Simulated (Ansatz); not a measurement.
# Nb2Te2S: the cost of one run

Program: Ansatz 0.2.0. Level of theory: DFT PBE, scalar-relativistic, plane waves, PAW. These are calculated values, not measurements.

1 further run of the same task is left out (it didn't finish). Runs told in other sessions of the task aren't counted.

### 1 The system as given

Symmetry: P-3m1, No. 164, trigonal system. The conventional cell has a = 4.385 Å, b = 4.385 Å, c = 8.204 Å, α = 90.00°, β = 90.00°, γ = 120.00°. Nb (site symmetry 3m) has 3 S at 2.63 Å and 4 Te at 2.87 to 2.92 Å and 3 Nb at 2.90 Å in its first shell of neighbours. Te (site symmetry 3m) is surrounded by 4 Nb at 2.87 to 2.92 Å. S (site symmetry -3m) is surrounded by 6 Nb at 2.63 Å.

Coordinates:

```
Nb Te S
1.0
     4.38507    0.00000    0.00000
    -2.19254    3.79758    0.00000
     0.00000    0.00000    8.20376
Nb Te S
2 2 1
Cartesian
  0.0000 2.5317 0.7074
  2.1925 1.2659 7.4963
  0.0000 2.5317 6.0444
  2.1925 1.2659 2.1594
  0.0000 0.0000 0.0000
```

It is the end of an earlier relaxation with the same method, from a generated guess; it is a trial structure. At a tolerance of 0.05 Å it has space group P-3m1 (No. 164); it has 27.32 Å³/atom, an uncorrected energy of -0.62 eV/atom over the elements.

### 2 Static run: bands, density of states and charges

File input.yaml:

```yaml
crystal:
  lattice:
    - [4.3850732066, 0.0, 0.0]
    - [-2.1925366033, 3.7975847943, 0.0]
    - [0.0, 0.0, 8.2037598]
  atoms:
    - { symbol: Nb, position: [0.3333333333, 0.6666666667, 0.08623] }
    - { symbol: Nb, position: [0.6666666667, 0.3333333333, 0.91377] }
    - { symbol: Te, position: [0.3333333333, 0.6666666667, 0.736784] }
    - { symbol: Te, position: [0.6666666667, 0.3333333333, 0.263216] }
    - { symbol: S, position: [0.0, 0.0, 0.0] }
basis:
  ecutwfc: 420
kpoints:
  mp_grid: { grid: [12, 12, 6] }
  band_path:
    path:
      - [[0.0, 0.0, 0.0], [0.5, 0.0, 0.0], [0.33333333, 0.33333333, 0.0], [0.0, 0.0, 0.0], [0.0, 0.0, 0.5], [0.5, 0.0, 0.5], [0.33333333, 0.33333333, 0.5], [0.0, 0.0, 0.5]]
      - [[0.5, 0.0, 0.5], [0.5, 0.0, 0.0]]
      - [[0.33333333, 0.33333333, 0.5], [0.33333333, 0.33333333, 0.0]]
    npoints: 14
hamiltonian:
  xc: pbe
scf:
  occupations: { method: gaussian, width: 0.1 }
  n_extra_bands: 12
output:
  forces: true
  stress: true
  eigenvalues: true
  populations: true
  dos: { projected: true, de: 0.02, nscf_kmesh: { grid: [15, 15, 8] } }
  bader: true
  write_density: true
  write_potential: true
  elf: true
  volumetric_format: npy
```

Started as:

```bash
$ ansatz run input.yaml --threads 1 --pin off --max-ram 3072MiB --backend cpu --events-out ev --progress --plain --runs-dir out
```

What time and memory should one allow on 1 thread of Intel Xeon 6975P-C (Granite Rapids), shared host?

About 85 s, with a peak of 0.96 GiB.
